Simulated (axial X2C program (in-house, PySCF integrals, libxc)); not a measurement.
**All-electron X2C curves of TeLi⁻**

What are the state, bond length, wavenumber and bond energy of TeLi⁻, and what does spin–orbit coupling change?

Method: all-electron X2C, Te dyall-acv3z, Li dyall-av3z; program: an in-house X2C program for linear molecules on PySCF integrals.

All values are calculated.

### Step 1. The job

Input file task.json:

```json
{"zs": [52, 3], "q": -1, "bas": ["dyall-acv3z", "dyall-av3z"], "levels": ["PBE0", "HF", "TPSSh"], "cc": true, "r0": 2.52, "thr": -1.0, "nmax": 90, "npts": 10, "nst": 2, "ntry": 6}
```

Keys: zs atomic numbers; q charge; bas basis sets; levels methods (HF also brings MP2); cc coupled cluster on or off; r0 starting distance in Å; thr threshold in hartree for freezing inner shells (an s shell follows its p shell); nmax most natural virtual spinors; npts points asked for on the curve; nst determinants followed; ntry starts of the search.

The run is started by

```
$ python so2c.py task.json out
```

Spin-free means the one-electron spin-free X2C Hamiltonian; two-component (2c) means X2C with spin–orbit coupling and atomic mean-field two-electron Coulomb and Gaunt terms. Basis: Te dyall-acv3z contracted to [12s13p9d5f1g], Li dyall-av3z contracted to [9s9p3d]; Gaussian nuclei, density fitting. Masses: Te 129.906 u, Li 7.016 u.

Notation: σ, π±, δ± give the projection m of an orbital's angular momentum (0, ±1, ±2), α and β its spin, Λ and M_S the sums; ω is the projection of a spinor's total angular momentum and Ω the sum. Logs are in hartree.

The results follow Hamiltonian by Hamiltonian and level by level.

### Step 2. Search for the lowest determinant

PBE0 moves the distance from 2.520 Å to 2.393 Å and compares determinants there.

Spin-free determinants:

```tsv
ΔE (eV)	state	open shells
0.00	M_S = 0, Λ = 0	closed shell
0.83	M_S = 1, Λ = 1	beyond closed shells: σα, π+α, π+β, π-α
0.84	M_S = 0, Λ = 1	beyond closed shells: σβ, π+α, π+β, π-α
1.34	M_S = 1, Λ = 0	beyond closed shells: 2 × σα
1.57	M_S = 1, Λ = 0	beyond closed shells: π+α, π+β, 2 × π-α
1.57	M_S = 1, Λ = 2	beyond closed shells: 2 × π+α, π+β, π-α
1.58	M_S = 0, Λ = 2	beyond closed shells: π+α, 2 × π+β, π-α
```

Two-component determinants:

```
ΔE (eV)  state                              open shells
   0.00  Ω = 0                             closed shell
   0.65  Ω = 2   excess of +ω over −ω: ω = 1/2, ω = 3/2
   0.66  Ω = 1  excess of +ω over −ω: ω = -1/2, ω = 3/2
   0.94  Ω = 1        excess of +ω over −ω: 2 × ω = 1/2
   1.39  Ω = 3        excess of +ω over −ω: 2 × ω = 3/2
   1.70  Ω = 1  excess of +ω over −ω: ω = -1/2, ω = 3/2
   1.71  Ω = 2   excess of +ω over −ω: ω = 1/2, ω = 3/2
```

### Step 3. PBE0, spin-free

State followed: M_S = 0, Λ = 0 (closed shell). The scan is laid around 2.393 Å, a first estimate of the minimum, and this SCF restarts from the orbitals of the search.

The SCF at the reference distance of 2.393 Å:

```text
spin-free X2C-1e  PBE0
basis functions 191  fitting functions 902  grid points 5082
iter        total energy     max residual
   1      -6801.057974949     2.64e-06
   2      -6801.057974949     4.38e-06
converged
one-electron -9415.40566667  Coulomb 2759.22783735  exact exchange -44.18911174  xc functional -135.18816924  nuclear repulsion 34.49713535
```

Along the bond, energies from the lowest point:

| R (Å) | E (eV) | μ (D) | HOMO (eV) | LUMO (eV) | iterations |
| --- | --- | --- | --- | --- | --- |
| 2.178 | 0.1691 | 3.72 | -0.07 | 1.48 | 13 |
| 2.249 | 0.0658 | 3.78 | -0.05 | 1.47 | 13 |
| 2.321 | 0.0131 | 3.83 | -0.02 | 1.45 | 13 |
| 2.393 | 0.0000 | 3.87 | 0.00 | 1.44 | 2 |
| 2.477 | 0.0245 | 3.89 | 0.01 | 1.42 | 13 |
| 2.561 | 0.0809 | 3.90 | 0.02 | 1.39 | 13 |
| 2.668 | 0.1872 | 3.86 | 0.03 | 1.35 | 13 |

Dipoles are positive if Li is the positive end and refer to the centre of mass.

Outer orbitals at the reference distance:

| symmetry | occupied | ε (eV) | atomic character |
| --- | --- | --- | --- |
| σα | yes | -9.31 | 76% Te s, 11% Li p, 7% Li d |
| σα | yes | -0.64 | 78% Te p, 14% Li s, 6% Li p |
| π+α | yes | 0.00 | 79% Te p, 15% Li p, 6% Li d |
| π-α | yes | 0.00 | 79% Te p, 15% Li p, 6% Li d |
| σα | no | 1.44 | 64% Li p, 34% Li s |
| π+α | no | 1.58 | 100% Li p |
| π-α | no | 1.58 | 100% Li p |
| σα | no | 1.75 | 60% Li p, 33% Li s, 3% Te p |

PBE0 fields in the half plane through the axis: z from -2.4 to 4.5 Å across, distance from the axis 0.15 to 2.25 Å upwards; Te lies at z = 0 and Li at z = 2.393 Å; the ELF is damped to zero where the density is low.

log10 density (e/bohr³). Ten even steps from ' ' (-4.14 ) to '@' (1.83 ):
```
  ......::::::::::::::::::::::::........        
......::::::------------::::::::::........      
....::::--------------------::::::::......      
..::::------============--------::::::......    
..::::----======++========------::::::......    
::::----====++++++++++======--------::......    
::::--====++++######++++========++==--::..      
::::--====++**%%@@%%**++======**##**==::..      
```

ELF. Ten even steps from '0' (0.00 ) to '9' (1.00 ):
```
001234455555555443100000
012345666666666654310000
023566777777777665320000
124677777777777642210000
135677654567776200000000
246776322236772000000000
246774267624750399100000
246763457542640999900000
```

Re = 2.384 Å, ωe = 507 cm⁻¹, ωexe = 2.74 cm⁻¹, Be = 0.4457 cm⁻¹, De = 2.01 eV, μ = 3.86 D.

### Step 4. HF, spin-free

Output at 2.393 Å:

```text
spin-free X2C-1e  HF
basis functions 191  fitting functions 902  grid points 5082
iter        total energy     max residual
   1      -6798.437140917     2.23e-01
   2      -6798.455122713     5.18e-03
   3      -6798.455611562     1.36e-03
   4      -6798.455683924     6.39e-04
   5      -6798.455703743     3.52e-04
   6      -6798.455709394     1.68e-04
   7      -6798.455710995     7.49e-05
   8      -6798.455711504     2.32e-05
   9      -6798.455711615     6.38e-06
  10      -6798.455711623     1.65e-06
  11      -6798.455711623     2.78e-07
converged
one-electron -9414.80952279  Coulomb 2758.68357337  exact exchange -176.82689755  xc functional 0.00000000  nuclear repulsion 34.49713535
```

Re = 2.398 Å, ωe = 517 cm⁻¹, ωexe = 2.71 cm⁻¹, Be = 0.4403 cm⁻¹, De = 0.964 eV, μ = 5.18 D.

### Step 5. TPSSh, spin-free

The SCF at the reference distance of 2.393 Å:

```text
spin-free X2C-1e  TPSSh
basis functions 191  fitting functions 902  grid points 5082
iter        total energy     max residual
   1      -6801.151382215     1.54e-01
   2      -6801.152243719     4.16e-03
   3      -6801.151592058     4.31e-03
   4      -6801.152202036     2.51e-03
   5      -6801.152438872     4.16e-04
   6      -6801.152443305     1.05e-04
   7      -6801.152443501     3.31e-05
   8      -6801.152443548     2.29e-06
   9      -6801.152443548     4.85e-07
converged
one-electron -9414.74995190  Coulomb 2758.55821921  exact exchange -17.67415836  xc functional -161.78368786  nuclear repulsion 34.49713535
```

Re = 2.395 Å, ωe = 496 cm⁻¹, ωexe = 2.88 cm⁻¹, Be = 0.4417 cm⁻¹, De = 2.10 eV, μ = 3.58 D.

### Step 6. Correlated methods, spin-free

Correlated methods: 8 electrons correlated (frozen shells, counted by type: Te 4 s, 3 p, 2 d; Li 1 s), 270 virtual spinors in MP2, 90 natural virtuals in coupled cluster.

Output of the correlated part at 2.393 Å:

```text
correlated 8  virtual 270  natural virtual 90  E(MP2) -0.157004843  MP2 remainder -0.002731149
iter   CCSD correlation   residual
   1     -0.162170836   1.01e-01
   2     -0.165652453   4.08e-02
   3     -0.166813013   1.71e-02
   4     -0.166786608   6.33e-03
   5     -0.166809019   2.16e-03
   6     -0.166808767   8.72e-04
   7     -0.166809450   3.44e-04
   8     -0.166811357   1.28e-04
   9     -0.166810283   3.39e-05
  10     -0.166810406   1.06e-05
  11     -0.166810342   3.30e-06
  12     -0.166810360   1.27e-06
(T) -0.010209474  T1 0.0242  D1 0.0371  max T2 0.049
```

T1 in the output is the amplitude norm over the root of the electron number; divide by √2 for the Lee–Taylor value.

MP2: Re = 2.425 Å, ωe = 490 cm⁻¹, Be = 0.4308 cm⁻¹, De = 2.03 eV.

CCSD: Re = 2.414 Å, ωe = 496 cm⁻¹, ωexe = 3 cm⁻¹, Be = 0.4346 cm⁻¹, De = 1.90 eV. T1 at Re = 0.017 (Lee–Taylor, the printed value over √2).

CCSD(T): Re = 2.425 Å, ωe = 485 cm⁻¹, ωexe = 3.1 cm⁻¹, Be = 0.4305 cm⁻¹, De = 2.02 eV. T1 at Re = 0.018 (Lee–Taylor, the printed value over √2).

### Step 7. A higher determinant, spin-free

State: M_S = 1, Λ = 1 (beyond closed shells: σα, π+α, π+β, π-α).

Output at the reference distance:

```text
spin-free X2C-1e  PBE0
basis functions 191  fitting functions 902  grid points 5082
iter        total energy     max residual
   1      -6801.027311799     1.90e-06
   2      -6801.027311800     2.61e-06
converged
one-electron -9410.53055506  Coulomb 2754.33555134  exact exchange -44.18471193  xc functional -135.14473150  nuclear repulsion 34.49713535
```

```
R (Å)  E above the lowest PBE0 point (eV)
2.178                               1.253
2.249                               1.065
2.321                               0.929
2.393                               0.834
2.477                               0.766
2.561                               0.732
2.668                               0.726
```

No constants are quoted: the lowest point is the long end of the scan.

### Step 8. The spin-free curves together

Energy (eV) of the followed determinant, spin-free, from each level's lowest point:

```csv
R (Å),PBE0,HF,MP2,CCSD,CCSD(T),TPSSh
2.178,0.169,0.203,0.235,0.219,0.232,0.182
2.249,0.066,0.085,0.107,0.097,0.106,0.075
2.321,0.013,0.021,0.032,0.027,0.032,0.018
2.393,0.000,0.000,0.000,0.000,0.000,0.000
2.477,0.025,0.018,0.004,0.010,0.004,0.019
2.561,0.081,0.073,0.044,0.054,0.042,0.070
2.668,0.187,0.180,0.131,0.147,0.127,0.168
```

### Step 9. PBE0, 2c

State followed: Ω = 0 (closed shell). The scan is laid around 2.393 Å, a first estimate of the minimum, and this SCF restarts from the orbitals of the search.

The SCF at the reference distance of 2.393 Å:

```text
two-component X2C + atomic mean field  PBE0
basis functions 191  fitting functions 902  grid points 5082
iter        total energy     max residual
   1      -6798.206083525     2.86e-06
   2      -6798.206083525     4.50e-06
converged
one-electron -9406.91382456  Coulomb 2757.52532254  exact exchange -44.16146254  xc functional -135.10856012  nuclear repulsion 34.49713535  atomic mean-field constant -4.04469420
```

Along the bond, energies from the lowest point:

```
R (Å)  E (eV)  μ (D)  HOMO (eV)  LUMO (eV)  iterations
2.178  0.1751   3.51       0.09       1.47          13
2.249  0.0702   3.54       0.12       1.46          13
2.321  0.0156   3.55       0.14       1.44          13
2.393  0.0000   3.54       0.15       1.43           2
2.477  0.0209   3.49       0.16       1.40          14
2.561  0.0729   3.39       0.16       1.37          14
2.668  0.1721   3.20       0.15       1.33          14
```

Dipoles are positive if Li is the positive end and refer to the centre of mass.

Outer spinors at the reference distance:

```json
{"ω": "1/2", "occupied": "yes", "ε (eV)": "-9.38", "atomic character": "76% Te s, 11% Li p, 7% Li d", "λ mixture": "100% σ"}
{"ω": "1/2", "occupied": "yes", "ε (eV)": "-0.87", "atomic character": "80% Te p, 10% Li s, 7% Li p", "λ mixture": "77% σ, 23% π"}
{"ω": "1/2", "occupied": "yes", "ε (eV)": "-0.12", "atomic character": "78% Te p, 12% Li p, 5% Li d", "λ mixture": "77% π, 23% σ"}
{"ω": "3/2", "occupied": "yes", "ε (eV)": "0.15", "atomic character": "77% Te p, 17% Li p, 6% Li d", "λ mixture": "100% π"}
{"ω": "1/2", "occupied": "no", "ε (eV)": "1.43", "atomic character": "64% Li p, 35% Li s", "λ mixture": "100% σ"}
{"ω": "1/2", "occupied": "no", "ε (eV)": "1.57", "atomic character": "100% Li p", "λ mixture": "100% π"}
{"ω": "3/2", "occupied": "no", "ε (eV)": "1.57", "atomic character": "100% Li p", "λ mixture": "100% π"}
{"ω": "1/2", "occupied": "no", "ε (eV)": "1.73", "atomic character": "62% Li p, 32% Li s, 3% Te p", "λ mixture": "100% σ"}
```

PBE0 fields in the half plane through the axis: z from -2.4 to 4.5 Å across, distance from the axis 0.15 to 2.25 Å upwards; Te lies at z = 0 and Li at z = 2.393 Å; the ELF is damped to zero where the density is low.

log10 density (e/bohr³). Ten even steps from ' ' (-4.06 ) to '@' (1.83 ):
```
  ......::::::::::::::::::::::..........        
  ....::::::------------::::::::::........      
....::::::------------------::::::::......      
..::::------==========--------::::::::......    
..::::----======++========------::::::......    
..::----====++++++++++======--------::......    
::::----==++++######++++========++==--....      
::::--====++**%%@@%%**++======**##**==::..      
```

ELF. Ten even steps from '0' (0.00 ) to '9' (1.00 ):
```
001234455555554443110000
012345666666666654310000
013466777777777665321000
124677777777777642211000
135677654567776200000000
246776322236771000000000
246774267624750399100000
246763457542640999900000
```

Re = 2.390 Å, ωe = 497 cm⁻¹, ωexe = 3.08 cm⁻¹, Be = 0.4434 cm⁻¹, De = 1.87 eV, μ = 3.54 D.

### Step 10. HF, 2c

The SCF at the reference distance of 2.393 Å:

```text
two-component X2C + atomic mean field  HF
basis functions 191  fitting functions 902  grid points 5082
iter        total energy     max residual
   1      -6795.581911016     2.27e-01
   2      -6795.599881333     5.21e-03
   3      -6795.600376145     1.37e-03
   4      -6795.600453985     6.44e-04
   5      -6795.600478119     3.77e-04
   6      -6795.600487416     1.88e-04
   7      -6795.600491175     8.26e-05
   8      -6795.600492757     4.01e-05
   9      -6795.600493179     1.58e-05
  10      -6795.600493232     4.97e-06
  11      -6795.600493238     1.96e-06
  12      -6795.600493239     8.80e-07
converged
one-electron -9406.32974985  Coulomb 2756.99304890  exact exchange -176.71623345  xc functional 0.00000000  nuclear repulsion 34.49713535  atomic mean-field constant -4.04469420
```

Re = 2.403 Å, ωe = 511 cm⁻¹, ωexe = 2.89 cm⁻¹, Be = 0.4386 cm⁻¹, De = 0.787 eV, μ = 4.97 D.

### Step 11. TPSSh, 2c

The SCF at the reference distance of 2.393 Å:

```text
two-component X2C + atomic mean field  TPSSh
basis functions 191  fitting functions 902  grid points 5082
iter        total energy     max residual
   1      -6798.296578399     1.54e-01
   2      -6798.297455943     4.16e-03
   3      -6798.296763317     4.35e-03
   4      -6798.297372588     2.75e-03
   5      -6798.297649577     4.25e-04
   6      -6798.297654636     1.08e-04
   7      -6798.297654837     3.60e-05
   8      -6798.297654890     2.81e-06
   9      -6798.297654891     5.84e-07
converged
one-electron -9406.26064530  Coulomb 2756.85836742  exact exchange -17.66311223  xc functional -161.68470594  nuclear repulsion 34.49713535  atomic mean-field constant -4.04469420
```

Re = 2.401 Å, ωe = 487 cm⁻¹, ωexe = 3.33 cm⁻¹, Be = 0.4393 cm⁻¹, De = 1.99 eV, μ = 3.24 D.

### Step 12. Correlated methods, 2c

Correlated methods: 8 electrons correlated (frozen shells, counted by type: Te 4 s, 3 p, 2 d; Li 1 s), 270 virtual spinors in MP2, 90 natural virtuals in coupled cluster.

Output of the correlated part at 2.393 Å:

```text
correlated 8  virtual 270  natural virtual 90  E(MP2) -0.156443885  MP2 remainder -0.002772512
iter   CCSD correlation   residual
   1     -0.161612483   1.00e-01
   2     -0.165083921   4.07e-02
   3     -0.166236653   1.71e-02
   4     -0.166211571   6.51e-03
   5     -0.166234878   2.40e-03
   6     -0.166234928   1.04e-03
   7     -0.166235723   4.30e-04
   8     -0.166237820   1.70e-04
   9     -0.166236350   6.25e-05
  10     -0.166236532   3.25e-05
  11     -0.166236434   1.55e-05
  12     -0.166236553   6.49e-06
  13     -0.166236563   2.43e-06
(T) -0.010110263  T1 0.0242  D1 0.0380  max T2 0.044
```

MP2: Re = 2.430 Å, ωe = 483 cm⁻¹, Be = 0.429 cm⁻¹, De = 1.86 eV.

CCSD: Re = 2.419 Å, ωe = 489 cm⁻¹, ωexe = 3.27 cm⁻¹, Be = 0.4328 cm⁻¹, De = 1.73 eV. T1 at Re = 0.017 (Lee–Taylor, the printed value over √2).

CCSD(T): Re = 2.431 Å, ωe = 477 cm⁻¹, ωexe = 3.39 cm⁻¹, Be = 0.4285 cm⁻¹, De = 1.85 eV. T1 at Re = 0.018 (Lee–Taylor, the printed value over √2).

### Step 13. A higher determinant, 2c

State: Ω = 2 (excess of +ω over −ω: ω = 1/2, ω = 3/2).

Output at the reference distance:

```text
two-component X2C + atomic mean field  PBE0
basis functions 191  fitting functions 902  grid points 5082
iter        total energy     max residual
   1      -6798.182227926     3.03e-05
   2      -6798.182227928     3.77e-05
   3      -6798.182227937     2.24e-06
   4      -6798.182227937     6.71e-07
converged
one-electron -9402.29988509  Coulomb 2752.89239191  exact exchange -44.15826275  xc functional -135.06891316  nuclear repulsion 34.49713535  atomic mean-field constant -4.04469420
```

```csv
R (Å),E above the lowest PBE0 point (eV)
2.178,1.069
2.249,0.880
2.321,0.744
2.393,0.649
2.477,0.581
2.561,0.546
2.668,0.539
```

No constants are quoted: the lowest point is the long end of the scan.

### Step 14. The 2c curves together

Energy (eV) of the followed determinant, 2c, from each level's lowest point:

| R (Å) | PBE0 | HF | MP2 | CCSD | CCSD(T) | TPSSh |
| --- | --- | --- | --- | --- | --- | --- |
| 2.178 | 0.175 | 0.208 | 0.239 | 0.224 | 0.237 | 0.188 |
| 2.249 | 0.070 | 0.089 | 0.110 | 0.100 | 0.109 | 0.079 |
| 2.321 | 0.016 | 0.023 | 0.034 | 0.029 | 0.034 | 0.020 |
| 2.393 | 0.000 | 0.000 | 0.000 | 0.000 | 0.000 | 0.000 |
| 2.477 | 0.021 | 0.016 | 0.002 | 0.007 | 0.001 | 0.015 |
| 2.561 | 0.073 | 0.067 | 0.038 | 0.048 | 0.036 | 0.062 |
| 2.668 | 0.172 | 0.169 | 0.121 | 0.136 | 0.115 | 0.153 |

Time for the job: 3.5 min (1 thread, shared host).

### Step 15. What came out

Lowest determinant that the search found at its distance, spin-free: M_S = 0, Λ = 0 (closed shell).

Lowest determinant that the search found at its distance, 2c: Ω = 0 (closed shell).

| Hamiltonian | level | Re (Å) | ωe (cm⁻¹) | De (eV) | μ (D) |
| --- | --- | --- | --- | --- | --- |
| spin-free | PBE0 | 2.384 | 507 | 2.01 | 3.86 |
| spin-free | HF | 2.398 | 517 | 0.964 | 5.18 |
| spin-free | MP2 | 2.425 | 490 | 2.03 | n/a |
| spin-free | CCSD | 2.414 | 496 | 1.90 | n/a |
| spin-free | CCSD(T) | 2.425 | 485 | 2.02 | n/a |
| spin-free | TPSSh | 2.395 | 496 | 2.10 | 3.58 |
| 2c | PBE0 | 2.390 | 497 | 1.87 | 3.54 |
| 2c | HF | 2.403 | 511 | 0.787 | 4.97 |
| 2c | MP2 | 2.430 | 483 | 1.86 | n/a |
| 2c | CCSD | 2.419 | 489 | 1.73 | n/a |
| 2c | CCSD(T) | 2.431 | 477 | 1.85 | n/a |
| 2c | TPSSh | 2.401 | 487 | 1.99 | 3.24 |

Dipoles are positive if Li is the positive end and refer to the centre of mass.

Time per point (s) on 1 thread, shared host (2c runs; CCSD comes with the CCSD(T) run); the times are rough: PBE0 0.84, HF 0.44, MP2 0.72, CCSD(T) 5.2, TPSSh 1.5.

What this shows: At CCSD(T), going from spin-free to two-component changes Re by +6 mÅ, ωe by -1.7 %, which is small (part of it comes from the scalar share of the two-electron terms). De moves by -0.17 eV; both De rest on single-determinant atoms, which can miss part of an open shell's spin–orbit lowering.

De refers to Te- + Li, each in the lowest determinant found, which need not be this curve's own limit. Each curve is one determinant whose occupation by symmetry is held fixed; it was picked as the lowest of a PBE0 search that is not exhaustive. The closed shell is kept restricted; where the fragments are open shells, the energy then runs too high at long range. De is counted from the lowest determinant-based energies of the atoms at the same level, without counterpoise correction. CCSD and (T) use frozen natural virtuals with an MP2 correction for the truncation. The meta-GGAs lack a current-density term, which matters for open shells with orbital currents, atoms included. With the outer-core shells frozen, correlated bond lengths of heavy atoms tend to come out a few hundredths of an ångström too long.
